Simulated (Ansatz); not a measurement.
Run this with the Python package of Ansatz (0.2.0) and show what comes out.

Script `tae.py`:
```python
# -*- coding: utf-8 -*-
'''Energy to split GeH4NO into its atoms.'''

from collections import Counter

import ansatz as az


def energy(molecule, charge=0, unpaired=0):
    calc = molecule.calculation().basis(gaussian='6-31G*').functional('b3lyp')
    if charge:
        calc = calc.charge(charge)
    if unpaired:
        calc = calc.spin('collinear', total=unpaired)
    return calc.run().report['free_energy_ev']

system = (
    az.Crystal.molecule()
    .atom('N', (-1.2611, -0.7092, -0.5911))
    .atom('Ge', (0.0632, 0.2619, 0.2437))
    .atom('O', (1.4225, -0.831, 0.4921))
    .atom('H', (-2.0185, 0.0249, -0.7375))
    .atom('H', (0.5108, 1.4492, -0.6606))
    .atom('H', (-0.4351, 0.8128, 1.6098))
    .atom('H', (1.7794, -1.0766, -0.402))
)

# Hund ground states
unpaired = {'N': 3, 'Ge': 2, 'O': 2, 'H': 1}
counts = Counter(site.symbol for site in system.cartesian_sites)
atom_energy = {s: energy(az.Crystal.molecule().atom(s, (0, 0, 0)), 0, unpaired[s]) for s in counts}
whole = energy(system, 0, 1)
for s, e in atom_energy.items():
    print(f'{s:2s} x{counts[s]}  {e:14.5f} eV')
print(f'GeH4NO: {whole:.5f} eV')
split = sum(counts[s] * e for s, e in atom_energy.items()) - whole
print(f'atomisation energy (no zero-point term): {96.485332 * split:.1f} kJ/mol, {split / sum(counts.values()):.3f} eV an atom')
```

```console
$ python tae.py
N  x1     -1485.31962 eV
Ge x1    -56509.65338 eV
O  x1     -2042.50349 eV
H  x4       -13.61312 eV
GeH4NO: -60112.17652 eV
atomisation energy (no zero-point term): 1953.6 kJ/mol, 2.893 eV an atom
```

1953.6 kJ/mol from the electronic energies, without the zero-point term.

Caveats:
- Total energies depend on the basis set; only differences at equal settings carry meaning.
- The geometry is a force-field or estimated start, not a minimum of this method, and the basis set is short of its limit. All parts are taken at fixed geometry, without zero-point energy.
- The run takes the species as open-shell (spin multiplicity 2), which needn't be its ground state.
- b3lyp holds the VWN-RPA fit, as in Gaussian; the form of ORCA and Turbomole is b3lyp5.
- Run time: 4.5 s on 1 thread of Arm Neoverse V2 (shared host), peak memory 0.24 GiB.
